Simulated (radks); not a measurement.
**Ru with its nuclear charge varied continuously**

One table from this session's results is given with a row withheld; the runs are named, their logs left out.

Program: radks (a radial shooting solver on a logarithmic mesh, Libxc functionals) version 1. Level of theory: Dirac Kohn-Sham, PBE, spin-unpolarised, spherical densities, finite nucleus; open shells are shared between the two j in proportion to 2j + 1. These are calculated values, not measurements, unless marked.

## Starting point

```
element            : ruthenium (Z = 44)
charge             : 0
electrons          : 44
configuration      : [Kr] 4d7 5s1
nuclear rms radius : 4.4809 fm
```

Outer shells as boxes (Hund's rule):

Ru
```
[Kr] core
4d [↑↓][↑↓][↑ ][↑ ][↑ ]
5s [↑ ]
```

The first run:

Input:

```text
Z 44
configuration [Kr] 4d7 5s1
relativity Dirac
functional pbe,pbe
spin unpolarised
j_filling average
nucleus finite rms 4.4809 fm
c 137.035999084
```

Among the steps run: Z = 44.

One of the session's tables, all rows but one given; the rest of the session is left out.

From the orbitals of this run (lengths in bohr):

| level | <r> | outermost maximum (interpolated) | 90 % within | nodes |
| --- | --- | --- | --- | --- |
| 3d3/2 | 0.3821 | 0.300 | 0.608 | 0 |
| 3d5/2 | 0.3856 | 0.302 | 0.613 | 0 |
| 4s1/2 | 1.019 | 0.915 | 1.48 | 3 |
| 4p1/2 | 1.108 | 0.966 | 1.64 | 2 |
| 4p3/2 | 1.139 | 0.991 | 1.69 | 2 |
| 4d3/2 | 1.685 | 1.21 | 2.77 | 1 |
| 4d5/2 | ? | ? | ? | ? |
| 5s1/2 | 3.390 | 2.74 | 5.16 | 4 |

Q: Estimate the row for 4d5/2 from the others.

The run gave: <r>: 1.714; outermost maximum (interpolated): 1.22; 90 % within: 2.83; nodes: 1. In the column «<r>» it lies between 4d3/2 (1.685) and 5s1/2 (3.390).
